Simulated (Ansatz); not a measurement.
# Be3ReW: the cost of one run

Method: DFT PBE, scalar-relativistic, plane waves, PAW, in Ansatz 0.2.0.

**1. Starting point**

It takes space group Pm-3m (No. 221, cubic). The conventional cell has a = 3.892 Å, b = 3.892 Å, c = 3.892 Å, α = 90.00°, β = 90.00°, γ = 90.00°. Be (site symmetry 4/mmm) has 2 W at 1.95 Å as nearest neighbours. Re (site symmetry m-3m) is surrounded by 12 Be at 2.75 Å. W (site symmetry m-3m) has 6 Be at 1.95 Å as nearest neighbours.

Coordinates:

```xyz
5
Lattice="3.8921 0.0000 0.0000 0.0000 3.8921 0.0000 0.0000 0.0000 3.8921" Properties=species:S:1:pos:R:3 pbc="T T T"
Be    1.9460    0.0000    0.0000
Be    0.0000    1.9460    0.0000
Be    0.0000    0.0000    1.9460
Re    1.9460    1.9460    1.9460
W     0.0000    0.0000    0.0000
```

A structure generator made this guess: species swapped into a database cell of Tb3GaC (Pm-3m, No. 221), with Be on the Tb sites, Re on the Ga sites and W on the C sites. Its size is a rough estimate.

**2. A first look at the guess**

Input file input.yaml:

```yaml
crystal:
  lattice:
    - [3.89206135, 0.0, 0.0]
    - [0.0, 3.89206135, 0.0]
    - [0.0, 0.0, 3.89206135]
  atoms:
    - { symbol: Be, position: [0.5, 0.0, 0.0] }
    - { symbol: Be, position: [0.0, 0.5, 0.0] }
    - { symbol: Be, position: [0.0, 0.0, 0.5] }
    - { symbol: Re, position: [0.5, 0.5, 0.5] }
    - { symbol: W, position: [0.0, 0.0, 0.0] }
basis:
  ecutwfc: 420
kpoints:
  mp_grid: { grid: [4, 4, 4] }
hamiltonian:
  xc: pbe
scf:
  occupations: { method: gaussian, width: 0.1 }
  lower_state_search: "off"
output:
  forces: true
  stress: true
  eigenvalues: true
```

On the command line:

```
> ansatz run input.yaml --threads 1 --pin off --max-ram 2048MiB --backend cpu --events-out ev --progress --plain --runs-dir out
```

**Question.** How long does this run take on 1 thread of Arm Neoverse V2, shared host, and how much memory does it need?

About 1.1 s, with a peak of 0.3 GiB.
